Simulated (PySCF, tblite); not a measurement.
**C₄H₁₀AsOSi radical: geometry, infrared bands and EPR parameters**

What infrared bands and EPR parameters should C₄H₁₀AsOSi radical (`C[AsH][Si@H]1[CH]CCO1`) show?

The runs use tblite 0.8.0 and PySCF 2.14.0, with density-fitted response routines of our own; the level of theory stands in each step. All values are computed, except where a source is named. Atoms count from 0, in the outputs and in this text.

## Step 1: The starting structure

17 atoms, charge 0, multiplicity 2; geometry from: force field or distance geometry start.

Bonds of the start (Å): C0–As1 1.98, As1–Si2 2.28, Si2–C3 1.88, C3–C4 1.48, C4–C5 1.46, C5–O6 1.36, O6–Si2 1.73, C0–H7 1.12, C0–H8 1.11, C0–H9 1.11, As1–H10 1.57, Si2–H11 1.46, C3–H12 1.12, C4–H13 1.11, C4–H14 1.12, C5–H15 1.13, C5–H16 1.12.

## Step 2: Optimising the geometry with GFN2-xTB

Job settings and geometry (Å):

```
{"job": {"kind": "relax", "xc": "GFN2-xTB", "basis": "xTB"}, "charge": 0, "multiplicity": 2}
C      3.352600     0.436000     0.595700
As     2.041600    -1.042800     0.557900
Si    -0.008800    -0.428100    -0.228400
C     -1.438300    -1.263100     0.657800
C     -2.444300    -0.174800     0.593900
C     -1.851000     1.148900     0.447200
O     -0.496200     1.156600     0.282600
H      4.036800     0.381900     1.479400
H      2.856200     1.427800     0.555100
H      3.987400     0.331500    -0.305900
H      2.641200    -2.110000    -0.431900
H     -0.178800    -0.608900    -1.671800
H     -1.830300    -2.141500     0.092200
H     -3.150200    -0.176800     1.447500
H     -3.076300    -0.374000    -0.313600
H     -2.162000     1.789900     1.325800
H     -2.286500     1.659500    -0.443900
```

Run with:

```sh
OMP_NUM_THREADS=1 python probes_run.py task.json out
```

This one command runs all jobs of the session in turn.

Standard output:

```text
step      E/eV     max force
  0    -591.64916    3.070
  1    -592.03194    1.653
  2    -592.21970    1.186
  3    -592.41436    1.328
  4    -592.57857    0.826
  5    -592.64124    0.547
  6    -592.68884    0.457
  7    -592.74505    0.757
  8    -592.79708    0.780
  9    -592.84265    0.507
 10    -592.86674    0.317
 11    -592.88072    0.307
 12    -592.90034    0.333
 13    -592.91671    0.442
 14    -592.92961    0.393
 15    -592.93973    0.197
 16    -592.94605    0.161
 17    -592.94975    0.167
 18    -592.95342    0.209
 19    -592.95737    0.172
 20    -592.96182    0.161
 21    -592.96647    0.160
 22    -592.97067    0.190
 23    -592.97525    0.197
 24    -592.98173    0.230
 25    -592.98797    0.199
 26    -592.99281    0.201
 27    -592.99689    0.152
 28    -593.00188    0.234
 29    -593.00829    0.263
 30    -593.01515    0.214
 31    -593.02112    0.187
 32    -593.02619    0.202
 33    -593.03070    0.173
 34    -593.03493    0.172
 35    -593.03885    0.196
 36    -593.04206    0.142
 37    -593.04477    0.145
 38    -593.04761    0.131
 39    -593.05117    0.172
 40    -593.05556    0.188
 41    -593.05998    0.172
 42    -593.06352    0.172
 43    -593.06627    0.167
 44    -593.06921    0.187
 45    -593.07314    0.204
 46    -593.07754    0.188
 47    -593.08104    0.126
 48    -593.08335    0.131
 49    -593.08493    0.174
 50    -593.08731    0.139
 51    -593.08982    0.119
 52    -593.09241    0.085
 53    -593.09343    0.127
 54    -593.09443    0.077
 55    -593.09641    0.105
 56    -593.09731    0.123
 57    -593.09840    0.090
 58    -593.09886    0.046
 59    -593.09919    0.038
 60    -593.09943    0.055
 61    -593.09970    0.055
 62    -593.09997    0.042
 63    -593.10030    0.061
 64    -593.10074    0.067
 65    -593.10133    0.089
 66    -593.10198    0.095
 67    -593.10266    0.072
 68    -593.10343    0.107
 69    -593.10438    0.115
 70    -593.10551    0.091
 71    -593.10682    0.103
 72    -593.10819    0.090
 73    -593.10949    0.119
 74    -593.11001    0.132
 75    -593.11100    0.087
 76    -593.11161    0.049
 77    -593.11231    0.052
 78    -593.11279    0.067
 79    -593.11338    0.062
 80    -593.11374    0.036
 81    -593.11398    0.040
 82    -593.11427    0.044
 83    -593.11470    0.060
 84    -593.11515    0.065
 85    -593.11547    0.054
 86    -593.11568    0.039
 87    -593.11590    0.038
 88    -593.11625    0.033
 89    -593.11644    0.034
 90    -593.11667    0.024
 91    -593.11680    0.024
 92    -593.11691    0.023
 93    -593.11702    0.021
 94    -593.11714    0.025
 95    -593.11725    0.020
 96    -593.11733    0.019
 97    -593.11739    0.017
 98    -593.11746    0.024
 99    -593.11756    0.036
100    -593.11772    0.044
101    -593.11794    0.041
102    -593.11814    0.028
103    -593.11827    0.027
104    -593.11836    0.029
105    -593.11843    0.029
106    -593.11854    0.030
107    -593.11869    0.028
108    -593.11883    0.026
109    -593.11897    0.027
110    -593.11910    0.027
111    -593.11924    0.023
112    -593.11938    0.027
113    -593.11949    0.033
114    -593.11957    0.026
115    -593.11962    0.022
116    -593.11967    0.020
117    -593.11973    0.022
118    -593.11982    0.026
119    -593.11990    0.025
120    -593.11997    0.020
121    -593.12001    0.021
122    -593.12008    0.021
123    -593.12019    0.036
124    -593.12040    0.056
125    -593.12073    0.070
126    -593.12120    0.074
127    -593.12181    0.065
128    -593.12262    0.071
129    -593.12365    0.070
130    -593.12472    0.063
131    -593.12498    0.091
132    -593.12485    0.105
133    -593.12591    0.058
134    -593.12619    0.036
135    -593.12660    0.043
136    -593.12685    0.021
137    -593.12700    0.024
138    -593.12706    0.021
139    -593.12709    0.016
140    -593.12716    0.012
141    -593.12719    0.010
142    -593.12723    0.013
143    -593.12725    0.013
144    -593.12726    0.012
145    -593.12728    0.011
146    -593.12729    0.009
```

It took 0.92 s on 1 thread of Arm Neoverse V2, shared host.

Step by step: (not every step is listed)

```csv
step,energy from step 0 (eV),largest force (eV/Å)
0,0.0000,3.0703
1,-0.3828,1.6532
2,-0.5705,1.1863
3,-0.7652,1.3282
4,-0.9294,0.8264
5,-0.9921,0.5471
6,-1.0397,0.4574
7,-1.0959,0.7572
8,-1.1479,0.7801
21,-1.3173,0.1596
34,-1.3858,0.1722
47,-1.4319,0.1262
60,-1.4503,0.0551
73,-1.4603,0.1189
86,-1.4665,0.0389
99,-1.4684,0.0359
112,-1.4702,0.0272
125,-1.4716,0.0701
138,-1.4779,0.0207
141,-1.4780,0.0104
142,-1.4781,0.0133
143,-1.4781,0.0133
144,-1.4781,0.0117
145,-1.4781,0.0110
146,-1.4781,0.0093
```

Close pairs (by a distance rule), those that changed most:

```csv
bond,before (Å),after (Å),change (Å)
Si2–O6,1.735,1.645,-0.090
C4–C5,1.458,1.535,+0.077
As1–H10,1.574,1.510,-0.064
C3–H12,1.116,1.076,-0.040
As1–Si2,2.280,2.319,+0.039
C5–H15,1.131,1.093,-0.038
Si2–C3,1.878,1.840,-0.038
C5–O6,1.365,1.396,+0.031
```

The end geometry stands in the next job.

## Step 3: Vibrational analysis with GFN2-xTB

Job settings and geometry (Å):

```
{"job": {"kind": "ir", "xc": "GFN2-xTB", "basis": "xTB"}, "charge": 0, "multiplicity": 2}
C      3.293695     0.284834     0.317917
As     1.938216    -0.698010     1.365015
Si     0.150192    -0.180052    -0.018469
C     -1.402828    -1.166656    -0.054867
C     -2.493155    -0.295276     0.439576
C     -1.951841     1.141195     0.471271
O     -0.569892     1.130259     0.668230
H      4.299643     0.003547     0.631400
H      3.173669     1.352568     0.498558
H      3.194932     0.098819    -0.750251
H      2.151483    -1.999120     0.629145
H      0.556000     0.150394    -1.408669
H     -1.594854    -2.215024    -0.199025
H     -2.797159    -0.601947     1.449620
H     -3.386435    -0.357609    -0.189485
H     -2.402774     1.730327     1.273972
H     -2.165890     1.633782    -0.484386
```

Standard output:

```text
mode    cm-1     km/mol
  1      19.4      1.41
  2      74.7      1.74
  3      97.5      0.21
  4     144.1      0.30
  5     169.5      1.16
  6     181.6      4.89
  7     196.2     13.79
  8     351.2     15.95
  9     431.3     38.65
 10     491.5      8.25
 11     564.8     43.11
 12     598.2     64.06
 13     611.1     24.78
 14     650.8     21.01
 15     671.1     59.90
 16     682.7     74.00
 17     782.2    138.35
 18     812.4     11.88
 19     821.1     30.43
 20     847.4     17.04
 21     896.1     96.48
 22     940.6      5.73
 23     995.2      0.29
 24    1042.1     74.67
 25    1112.5     28.87
 26    1150.2     13.57
 27    1188.6     31.16
 28    1232.9     21.02
 29    1286.5      5.55
 30    1310.7      2.36
 31    1331.3     10.72
 32    1441.8     10.83
 33    1459.1      1.89
 34    1465.0      3.12
 35    1491.4      0.14
 36    1871.6    789.22
 37    2032.5    331.96
 38    2859.5     17.21
 39    2903.5     65.85
 40    2929.8     34.99
 41    2954.8     53.53
 42    2975.5     43.94
 43    2987.6     21.36
 44    2990.7     24.70
 45    3106.0     28.38
```

It took 0.54 s on 1 thread of Arm Neoverse V2, shared host.

Which atoms move in the most intense modes:

```csv
cm⁻¹,km/mol,atoms
598,64.1,H11 58 %
683,74.0,"H11 42 %, H10 35 %"
782,138.3,"Si2 34 %, O6 32 %"
896,96.5,"H10 37 %, H8 26 %, C0 15 %, H9 13 %"
1042,74.7,"H12 31 %, O6 18 %, H14 17 %, C5 13 %"
1872,789.2,H10 99 %
2032,332.0,H11 97 %
2904,65.8,H16 86 %
```

## Step 4: EPR parameters: B3LYP/def2-TZVP-core+pcH-1

The job, as its differences from that of step 3:

```diff
@@ -1,2 +1,2 @@
-{"job": {"kind": "ir", "xc": "GFN2-xTB", "basis": "xTB"}, "charge": 0, "multiplicity": 2}
+{"job": {"kind": "epr", "basis": "pcH-1"}, "charge": 0, "multiplicity": 2}
 C      3.293695     0.284834     0.317917
```

Level: UKS B3LYP, def2-TZVP-core on As, pcH-1 on C H O Si, non-relativistic, mean-field spin-orbit, GIAO.

Standard output:

```text
UKS, coarse grid
  cycle   1  E = -2758.94988548  |g| = 1.46e+00
  cycle   2  E = -2758.69402408  |g| = 1.15e+00
  cycle   3  E = -2758.97716804  |g| = 6.30e-01
  cycle   4  E = -2759.10669503  |g| = 1.10e-01
  cycle   5  E = -2759.10888266  |g| = 4.27e-02
  cycle   6  E = -2759.10954375  |g| = 8.52e-03
  cycle   7  E = -2759.10958180  |g| = 2.02e-03
  cycle   8  E = -2759.10958569  |g| = 8.77e-04
UKS, final grid
  cycle   1  E = -2759.10955877  |g| = 1.19e-03
  cycle   2  E = -2759.10955789  |g| = 1.77e-03
  cycle   3  E = -2759.10955952  |g| = 9.04e-05
  cycle   4  E = -2759.10955953  |g| = 4.21e-05
  cycle   5  E = -2759.10955953  |g| = 1.55e-05
E = -2759.10955953 Eh   <S^2> = 0.7536 (exact 0.7500)
g shifts (ppm)      1          2          3
  rmc          -131       -131       -131
  gc             -1         26         26
  oz_so        -144        546       1318
  total        -276        440       1213
hyperfine (MHz)  atom isotope    a_iso     a_fc   dipolar eigenvalues
    0   13C      -0.15      -0.16     -0.46     -0.35      0.81
    1  75As       7.49       8.64    -11.77    -11.35     23.12
    2  29Si      44.08      44.17     -2.38     -0.05      2.43
    3   13C      83.65      83.77    -74.10    -73.07    147.17
    4   13C     -28.58     -28.59     -3.02      0.98      2.04
    5   13C       0.95       0.95     -1.16     -0.56      1.72
    6   17O       0.04       0.04     -2.92      1.18      1.74
    7    1H       2.04       2.04     -0.64     -0.22      0.86
    8    1H      -0.16      -0.17     -0.66     -0.45      1.12
    9    1H      -0.13      -0.14     -0.92     -0.49      1.41
   10    1H      -1.29      -1.31     -1.61     -1.03      2.64
   11    1H      51.27      51.27     -3.62     -1.74      5.36
   12    1H     -55.55     -55.56    -35.33     -0.71     36.04
   13    1H     149.85     149.84     -5.43     -3.03      8.46
   14    1H      86.15      86.15     -5.20     -3.58      8.78
   15    1H      -2.35      -2.35     -1.86     -1.60      3.46
   16    1H       0.76       0.76     -2.69     -2.37      5.05
```

Wall time 3.7 min (1 thread of Arm Neoverse V2, shared host); peak memory 1.5 GiB.

Principal g values 2.00204, 2.00276, 2.00353; g(iso) = 2.00278, against 2.00232 for a free electron.

Mean a(iso) over the nuclei that a row names, and the largest dipolar term of the row (other rows stand at the frozen geometry):

```csv
nuclei,isotope,a(iso) (MHz),"a(iso) (G, at g = 2.0023)",largest dipolar term (MHz)
H13,1H,149.8,53.5,8.5
H14,1H,86.1,30.7,8.8
C3,13C,83.7,29.8,147.2
H12,1H,-55.5,-19.8,36.0
H11,1H,51.3,18.3,5.4
Si2,29Si,44.1,15.7,2.4
C4,13C,-28.6,-10.2,-3.0
As1,75As,7.5,2.7,23.1
H15,1H,-2.3,-0.8,3.5
H10,1H,-1.3,-0.5,2.6
C5,13C,0.9,0.3,1.7
H16,1H,0.8,0.3,5.1
"H7, H8, H9",1H,0.6,0.2,1.4
C0,13C,-0.1,-0.1,0.8
```

Mulliken spin populations:

C0 0.00; As1 0.03; Si2 -0.02; C3 0.98; C4 -0.09; C5 0.00; O6 0.01; H7 0.00; H8 0.00; H9 0.00; H10 0.00; H11 0.03; H12 -0.04; H13 0.06; H14 0.03; H15 0.00; H16 0.00

In first order the couplings over 0.8 MHz of 1H, 75As give 256 distinct lines over 131.6 G, if the averaged nuclei exchange fast.

Orbitals, density, ELF and potential are computed afterwards from the orbital file.

ELF in a plane through or near 7 of the atoms.

Values, 10 rows by 14 columns:
```
0.00 0.00 0.00 0.00 0.00 0.00 0.00 0.00 0.00 0.00 0.00 0.00 0.00 0.00
0.00 0.00 0.00 0.00 0.00 0.00 0.00 0.00 0.00 0.00 0.00 0.00 0.00 0.00
0.00 0.00 0.00 0.07 0.19 0.00 0.00 0.11 0.01 0.46 0.22 0.00 0.00 0.00
0.00 0.00 0.03 0.83 0.98 0.02 0.09 0.87 0.26 0.99 0.87 0.00 0.00 0.00
0.00 0.03 0.86 0.64 0.72 0.17 0.10 0.82 0.66 0.65 0.08 0.01 0.00 0.00
0.00 0.08 0.99 0.89 0.85 0.20 0.90 0.20 0.06 0.51 0.63 0.07 0.00 0.00
0.00 0.00 0.10 0.04 0.50 0.34 0.54 0.48 0.66 0.43 0.47 0.04 0.00 0.00
0.00 0.00 0.00 0.05 0.99 0.99 0.07 0.10 0.58 0.13 0.01 0.00 0.00 0.00
0.00 0.00 0.00 0.01 0.56 0.68 0.01 0.00 0.17 0.06 0.00 0.00 0.00 0.00
0.00 0.00 0.00 0.00 0.00 0.00 0.00 0.00 0.00 0.00 0.00 0.00 0.00 0.00
```
The map spans 13.8 Å across and 9.7 Å up, centred on the molecule. Atoms in the plane (x, y in Å): C0 (-3.3, 0.4), C4 (2.5, -0.3), C5 (2.0, 1.1), O6 (0.6, 1.1), H7 (-4.3, 0.1), H8 (-3.1, 1.4), H10 (-2.2, -1.9).

On the surface of density 0.002 e/bohr³ the electrostatic potential runs, from the 1st to the 99th percentile, from -1.42 V near O6 to 0.86 V near H11.

The spin density lies nearest to C3 66 %; H12 11 %.

## Step 5: Outcome

| quantity | value |
| --- | --- |
| strongest single infrared mode (GFN2-xTB) | 1872 cm⁻¹, 789 km/mol |
| zero-point energy (GFN2-xTB) | 78.8 kcal/mol |
| g(iso) (B3LYP) | 2.00278 |
| ⟨S²⟩ | 0.754 (exact 0.75) |
| largest a(iso) (averaged by class) | 1H on H13, 149.8 MHz |
| surface potential, 1st and 99th percentile | -1.42 V and 0.86 V |

What this shows: Over 146 steps the energy fell by 1.478 eV; of the close pairs, Si2–O6 changed most, 1.735 to 1.645 Å. No mode is imaginary among the 45: a minimum at this level. The strongest single mode, at 1872 cm⁻¹, moves mainly H10. Unscaled tight-binding wavenumbers are off by several per cent, some by more. Its intensities can rank the bands wrongly. C3 carries the largest spin population, 0.98 e. The isotropic g lies 0.5 ppt above the free-electron value. The hyperfine terms hold no scalar relativity, which the heavier nuclei need.
